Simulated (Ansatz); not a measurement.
**AlBrFHO: one species, many methods**

The task here is to estimate one member of a computed series from the others.

Program: Ansatz 0.2.0, Gaussian basis. Level of theory: functionals in def2-TZVPP, the program's frozen cores in correlated methods. These are calculated values, not measurements.

Levels to be run: LDA (SPW92), PBE-D4, revPBE-D4, BLYP-D4, r2SCAN-D4, B97M-V, PBE0-D4, B3LYP-D4, r2SCANh-D4, r2SCAN0-D4, HSE06-D4, BHLYP-D4, CAM-B3LYP-D4, LC-ωPBE, ωB97X-V, ωB97M-V, B2PLYP, PBE-QIDH; CCSD(T)/def2-SVP; CCSD(T)/def2-TZVPP; CCSD(T)/def2-QZVPP; extrapolation to the limit; RPA on PBE.

### Structure used throughout

All runs share one geometry, relaxed beforehand with PBE0-D4 in a triple-zeta def2 set.

SMILES `[OH][Al]([F])[Br]`, 5 atoms, charge 0, spin multiplicity 1.

Atoms are counted from 1 here; the program's logs count them from 0.

Bond lengths: O1–Al2 1.676 Å, O1–H5 0.956 Å, Al2–F3 1.635 Å, Al2–Br4 2.233 Å. Angles: Al2–O1–H5 123.3°, O1–Al2–F3 118.3°, O1–Al2–Br4 122.9°, F3–Al2–Br4 118.9°.

The first run:

in.yaml

```yaml
crystal:
  periodic: [false, false, false]
  atoms:
    - {symbol: O, position_ang: [0.718757, 1.066090, 0.264369]}
    - {symbol: Al, position_ang: [0.094680, -0.425883, -0.175342]}
    - {symbol: F, position_ang: [1.121104, -1.548272, -0.773976]}
    - {symbol: Br, position_ang: [-2.069359, -0.939604, 0.022153]}
    - {symbol: H, position_ang: [0.184720, 1.773870, 0.621396]}
basis:
  gaussian: {orbitals: def2-TZVPP}
hamiltonian: {xc: lda}
output: {orbitals: {seedname: orbitals}}
```

On the command line:

```
$ ansatz run in.yaml --threads 2 --pin off --events-out ev --progress --plain --max-ram 22528MiB --backend cpu
```

Steps of the session up to this table: LDA; PBE-D4 (GGA); revPBE-D4 (GGA); BLYP-D4 (GGA); r2SCAN-D4 (meta-GGA); B97M-V (meta-GGA); B3LYP-D4 (hybrid); r2SCANh-D4 (hybrid); r2SCAN0-D4 (hybrid); HSE06-D4 (hybrid); BHLYP-D4 (hybrid); CAM-B3LYP-D4 (range-separated); LC-ωPBE (range-separated); ωB97X-V (range-separated); ωB97M-V (range-separated); B2PLYP (double hybrid); PBE-QIDH (double hybrid).

One of the session's tables, all rows but one given; the rest of the session is left out.

It belongs to the step «Frontier levels by functional». 

```
  functional  HOMO (eV)  gap (eV)
 LDA (SPW92)      -7.78      5.52
      PBE-D4      -7.60      5.63
   revPBE-D4      -7.54      5.71
     BLYP-D4      -7.42      5.48
   r2SCAN-D4      -7.95      6.46
      B97M-V      -7.99      6.26
     PBE0-D4      -8.95      7.84
    B3LYP-D4      -8.66      7.23
  r2SCANh-D4      -8.45      7.22
  r2SCAN0-D4          ?         ?
    HSE06-D4      -8.55      7.07
    BHLYP-D4     -10.12      9.74
CAM-B3LYP-D4     -10.29     10.03
     LC-ωPBE     -11.71     12.78
     ωB97X-V     -11.33     12.19
     ωB97M-V     -11.19     11.73
```

Estimate the missing values for r2SCAN0-D4.

Worked estimate for «HOMO (eV)». Against the share of exact exchange, r2SCAN-D4 (0, -7.95), r2SCANh-D4 (0.1, -8.45) give a slope of -5.00 per unit share; at 0.25 the line stands at -9.20.

The run gave: HOMO (eV): -9.18; gap (eV): 8.35. In «HOMO (eV)» the line misses by -0.02.
